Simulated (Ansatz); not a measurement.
# C2H6GeOSi: up Jacob's ladder to CCSD(T)

Aim: compute C2H6GeOSi with functionals from several rungs and with coupled cluster. The yardstick is the atomisation energy at the CCSD(T) limit.

The runs use Ansatz 0.2.0, Gaussian basis; functionals in def2-TZVPP, the program's frozen cores in correlated methods.

Plan: PBE-D4, r2SCAN-D4, PBE0-D4, B3LYP-D4, ωB97X-V, ωB97M-V, B2PLYP; CCSD(T)/def2-TZVPP; MP2/def2-QZVPP; extrapolation to the limit.

## (1) The relaxed structure

The geometry comes from an earlier relaxation with PBE0-D4 in a triple-zeta def2 set; it is a stationary point, not always the lowest conformer.

SMILES `[OH][GeH2][C]#C[SiH3]`, 11 atoms, charge 0, spin multiplicity 1.

Atoms are counted from 1 here; the program's logs count them from 0.

Bond lengths: O1–Ge2 1.776 Å, O1–H6 0.960 Å, Ge2–C3 1.906 Å, Ge2–H7 1.537 Å, Ge2–H8 1.528 Å, C3–C4 1.214 Å, C4–Si5 1.825 Å, Si5–H9 1.483 Å, Si5–H10 1.483 Å, Si5–H11 1.483 Å. Angles: Ge2–O1–H6 112.5°, O1–Ge2–C3 109.0°, O1–Ge2–H7 110.8°, O1–Ge2–H8 105.1°, C3–Ge2–H7 108.2°, C3–Ge2–H8 110.7°, H7–Ge2–H8 113.1°, Ge2–C3–C4 179.1°, C3–C4–Si5 179.7°, C4–Si5–H9 109.2°, C4–Si5–H10 109.1°, C4–Si5–H11 109.3°, H9–Si5–H10 109.7°, H9–Si5–H11 109.7°, H10–Si5–H11 109.8°.

## (2) PBE-D4 (GGA)

Input file in.yaml:

```yaml
crystal:
  periodic: [false, false, false]
  atoms:
    - {symbol: O, position_ang: [-2.510650, -1.226830, 1.456359]}
    - {symbol: Ge, position_ang: [-0.760300, -1.525942, 1.461933]}
    - {symbol: C, position_ang: [0.073506, -0.348006, 0.216291]}
    - {symbol: C, position_ang: [0.596783, 0.416517, -0.568213]}
    - {symbol: Si, position_ang: [1.381786, 1.559368, -1.755562]}
    - {symbol: H, position_ang: [-2.724734, -0.296354, 1.554916]}
    - {symbol: H, position_ang: [-0.165205, -1.252081, 2.852012]}
    - {symbol: H, position_ang: [-0.602872, -2.979936, 1.019273]}
    - {symbol: H, position_ang: [1.179576, 2.955137, -1.295851]}
    - {symbol: H, position_ang: [2.833090, 1.262357, -1.828762]}
    - {symbol: H, position_ang: [0.764418, 1.378769, -3.091800]}
basis:
  gaussian: {orbitals: def2-TZVPP}
hamiltonian: {xc: pbe, dispersion: d4}
output: {forces: true, orbitals: {seedname: orbitals}}
```

The run is started by

```sh
ansatz run in.yaml --threads 4 --pin off --events-out ev --progress --plain --max-ram 10444MiB
```

Further steps of the session: r2SCAN-D4 (meta-GGA); PBE0-D4 (hybrid); B3LYP-D4 (hybrid); ωB97X-V (range-separated); ωB97M-V (range-separated); B2PLYP (double hybrid); CCSD(T) in def2-TZVPP; MP2 in def2-QZVPP.

Before running them: what should the planned runs give, taken together? Wanted: atomisation energy, CCSD(T)/CBS; farthest; mean size of error, hybrid; mean size of error, range-separated; gap, smallest and largest; T1 diagnostic; triples share of the correlation energy.

**Answer**, as computed:

```
                               quantity                                          value
        atomisation energy, CCSD(T)/CBS                                  3918.0 kJ/mol
 functionals within 39.2 kJ/mol (1.0 %)  PBE-D4, r2SCAN-D4, B3LYP-D4, ωB97X-V, ωB97M-V
                               farthest                          B2PLYP (-52.8 kJ/mol)
             mean size of error, hybrid                                    40.0 kJ/mol
    mean size of error, range-separated                                    13.1 kJ/mol
              gap, smallest and largest           5.16 eV (PBE-D4), 11.72 eV (ωB97X-V)
                          T1 diagnostic                                         0.0125
triples share of the correlation energy                                          4.1 %
```

In words: PBE-D4 is off by +22.9 kJ/mol. Double hybrids carry the basis error of their MP2 part in triple zeta, and no dispersion term here, so their miss is partly the set-up's. Misses under about 39.2 kJ/mol are within the doubt on the reference itself, which lacks core-valence correlation, relativity and higher excitations, and its outer-core shells are covered unevenly. Hartree-Fock recovers 72 % of the binding; the rest is correlation. Orbital gaps span 5.2 to 11.7 eV; exact exchange widens them. Correlated methods include outer-core shells of Ge, which these sets cover unevenly.
